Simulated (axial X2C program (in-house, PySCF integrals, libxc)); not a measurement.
**A two-component session on ZrP⁺: properties at the nuclei**

Aim: properties at the nuclei of ZrP⁺, with spin–orbit coupling in the Hamiltonian from the start.

Method: two-component X2C with atomic mean-field terms, Zr dyall-cv3z, P dyall-v3z; program: an in-house X2C program for linear molecules on PySCF integrals.

All values are calculated.

## 1. Input

File task.json:

```json
{"zs": [40, 15], "q": 1, "bas": ["dyall-cv3z", "dyall-v3z"], "r0": 2.29, "levels": ["PBE0", "HF", "TPSSh", "PBE50", "r2SCAN"], "nst": 3}
```

Keys: zs atomic numbers; q charge; bas basis sets; r0 starting distance in Å; levels methods (HF also brings MP2); nst determinants followed.

On the command line:

```sh
python soeom.py task.json out
```

Nuclei are Gaussian, cores are contracted, and the Gaunt term is on.

## 2. Expectation values, lowest determinant

R = 2.149 Å. State: Ω = 0 (closed shell).

Output of the PBE0 run:

```text
two-component X2C + atomic mean field  PBE0
basis functions 207  fitting functions 1027  grid points 5078
iter        total energy     max residual
   1      -3938.397087140     1.30e-06
   2      -3938.397087140     2.74e-06
converged
one-electron -5720.44325143  Coulomb 1773.76716466  exact exchange -33.87886980  xc functional -103.94296623  nuclear repulsion 147.74608029  atomic mean-field constant -1.64524464
```

The highest occupied spinor is 54% P p, 30% Zr d, 5% Zr s.

| level | qzz Zr (a.u.) | qzz P (a.u.) |
| --- | --- | --- |
| PBE0 | -2.54 | -1.42 |
| HF | -1.35 | -1.92 |
| TPSSh | -2.61 | -1.36 |
| PBE50 | -2.09 | -1.56 |
| r2SCAN | -2.49 | -1.28 |

Eeff is the effective electric field on the electron dipole moment in this Ω state and Ws the scalar–pseudoscalar constant (defined with the proton number Z and per Ω); A∥ is the parallel hyperfine constant, which follows by multiplying with the nuclear g factor gI = μI/(I μN); qzz is the electric field gradient, eQq0 = 234.96 MHz × Q/barn × qzz. The operators were transformed with the bare-nucleus X2C matrices.

## 3. Expectation values, a higher determinant

R = 2.149 Å. State: Ω = 1 (excess of +ω over −ω: ω = -1/2, ω = 3/2), 1.02 eV above the lowest in the PBE0 search for states (made at or near this distance, with looser thresholds).

Output of the PBE0 run:

```text
two-component X2C + atomic mean field  PBE0
basis functions 207  fitting functions 1027  grid points 5078
iter        total energy     max residual
   1      -3938.359619147     1.57e-05
   2      -3938.359619170     1.25e-05
   3      -3938.359619184     9.66e-06
   4      -3938.359619198     6.18e-06
   5      -3938.359619205     2.15e-06
   6      -3938.359619206     1.04e-06
converged
one-electron -5720.91434166  Coulomb 1774.29393744  exact exchange -33.89256667  xc functional -103.94748398  nuclear repulsion 147.74608029  atomic mean-field constant -1.64524464
```

The highest occupied spinor is 99% Zr d.

```
 level  Eeff magnitude (GV/cm)  Ws magnitude Zr (kHz)  A∥/gI Zr (MHz)  qzz Zr (a.u.)  A∥/gI P (MHz)  qzz P (a.u.)
  PBE0                    1.65                  0.801             186           0.14           -172          1.18
    HF                    2.23                   1.15             242           0.19           -224          0.78
 TPSSh                    1.66                  0.797             226           0.05           -184          1.18
 PBE50                    1.74                  0.853             205           0.31           -186          1.10
r2SCAN                    1.67                  0.827             264           0.16           -183          1.25
```

## 4. Expectation values, a higher determinant

R = 2.149 Å. State: Ω = 1 (excess of +ω over −ω: 2 × ω = 1/2), 1.07 eV above the lowest in the PBE0 search for states (made at or near this distance, with looser thresholds).

Output of the PBE0 run:

```text
two-component X2C + atomic mean field  PBE0
basis functions 207  fitting functions 1027  grid points 5078
iter        total energy     max residual
   1      -3938.357863189     1.38e-05
   2      -3938.357863207     1.11e-05
   3      -3938.357863213     9.72e-06
   4      -3938.357863227     6.41e-06
   5      -3938.357863234     2.66e-06
   6      -3938.357863235     1.08e-06
converged
one-electron -5718.42926076  Coulomb 1771.70522920  exact exchange -33.86444028  xc functional -103.87022705  nuclear repulsion 147.74608029  atomic mean-field constant -1.64524464
```

The highest occupied spinor is 54% Zr s, 31% Zr d, 12% P p.

| level | Eeff magnitude (GV/cm) | Ws magnitude Zr (kHz) | A∥/gI Zr (MHz) | qzz Zr (a.u.) | A∥/gI P (MHz) | qzz P (a.u.) |
| --- | --- | --- | --- | --- | --- | --- |
| PBE0 | 1.67 | 0.793 | 2400 | -2.22 | 174 | 0.97 |
| HF | 2 | 1.04 | 2170 | -2.51 | 180 | 0.73 |
| TPSSh | 1.74 | 0.819 | 2340 | -2.27 | 194 | 0.97 |
| PBE50 | 2.11 | 1 | 2340 | -2.24 | 172 | 0.91 |
| r2SCAN | 1.53 | 0.741 | 2400 | -2.20 | 202 | 1.02 |

## 5. What came out

| quantity | value |
| --- | --- |
| lowest determinant | Ω = 0 (closed shell) |
| qzz Zr (a.u.), PBE0 | -2.54 |
| qzz P (a.u.), PBE0 | -1.42 |
| higher determinant | Ω = 1 (excess of +ω over −ω: ω = -1/2, ω = 3/2) |
| Eeff magnitude (GV/cm), PBE0, higher determinant | 1.65 |
| Ws magnitude Zr (kHz), PBE0, higher determinant | 0.801 |
| A∥/gI Zr (MHz), PBE0, higher determinant | 186 |
| qzz Zr (a.u.), PBE0, higher determinant | 0.14 |
| higher determinant | Ω = 1 (excess of +ω over −ω: 2 × ω = 1/2) |
| Eeff magnitude (GV/cm), PBE0, higher determinant | 1.67 |
| Ws magnitude Zr (kHz), PBE0, higher determinant | 0.793 |
| A∥/gI Zr (MHz), PBE0, higher determinant | 2400 |
| qzz Zr (a.u.), PBE0, higher determinant | -2.22 |

In words: The expectation values come from single determinants, which for open shells can mix terms of unlike spin or miss the lowest Ω, so a determinant need not be a state. Eeff is the effective electric field on the electron dipole moment in this Ω state and Ws the scalar–pseudoscalar constant (defined with the proton number Z and per Ω); A∥ is the parallel hyperfine constant, which follows by multiplying with the nuclear g factor gI = μI/(I μN); qzz is the electric field gradient, eQq0 = 234.96 MHz × Q/barn × qzz. The operators were transformed with the bare-nucleus X2C matrices.
